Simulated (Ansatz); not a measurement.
# CS2 under changes of volume

One of the cells (35.848 Å³/atom); the others are scaled copies at fixed shape and fractional positions:

```
CELL_PARAMETERS angstrom
3.64579 -2.99431 0.00000
3.64579 2.99431 0.00000
0.00000 0.00000 9.85126
ATOMIC_POSITIONS crystal
S 0.18152 0.81848 0.88687
S 0.31848 0.68152 0.38687
S 0.68152 0.31848 0.61313
S 0.81848 0.18152 0.11313
C 0.50000 0.50000 0.50000
C 0.00000 0.00000 0.00000
```

The cell comes from a database or a generator and needn't be the stable form of this composition.

```yaml
Program: Ansatz 0.2.0
Functional: PBEsol
Potentials_or_basis: all-electron LAPW, scalar-relativistic
Cutoff: 518 eV (chosen from the basis error)
Basis_error_allowed: 0.001 eV/atom
k_mesh: 6 × 6 × 3
Occupations: fermi-dirac, width 0.05 eV
Spin: no spin polarisation
```

```tsv
volume (Å³/atom)	energy over the lowest point (meV/atom)	pressure (GPa)	gap on the mesh (eV)	largest force (eV/Å)
33.697	17.22	2.8	3.45	1.864
34.414	7.05	1.7	3.44	1.215
35.131	1.45	0.8	3.42	0.611
35.848	0.00	-0.1	3.41	0.048
36.564	2.31	-0.9	3.40	0.477
37.281	?	?	?	?
37.998	16.85	-2.3	3.36	1.423
```

What does the run at 37.281 Å³/atom give?

Energy over the lowest point 8.04 meV/atom; pressure -1.6 GPa; gap on the mesh 3.38 eV; largest force 0.967 eV/Å.

Worked out: A Birch-Murnaghan fit of order 3 (a polynomial in V^(-2/3)) to the other rows has its minimum at 35.75 Å³/atom with B0 = V·E''(V) = 42 GPa and B' = 3.9 at fixed shape and positions, which overstates the stiffness. It gives 8.03 meV/atom at 37.281 Å³/atom, against the run's 8.04, and -dE/dV = -1.6 GPa, against -1.6. A straight line through the other rows of the gap, of slope -0.734 eV per unit of ln V (its deformation potential), gives 3.38 eV, against the run's 3.38.

Energies are extrapolated to zero smearing.

Caveats: an odd mesh through Γ misses points on the zone boundary, where band edges often lie; forces of over 1 eV/Å show positions far from the minimum, so gaps and moduli don't describe the material at rest (some runs).
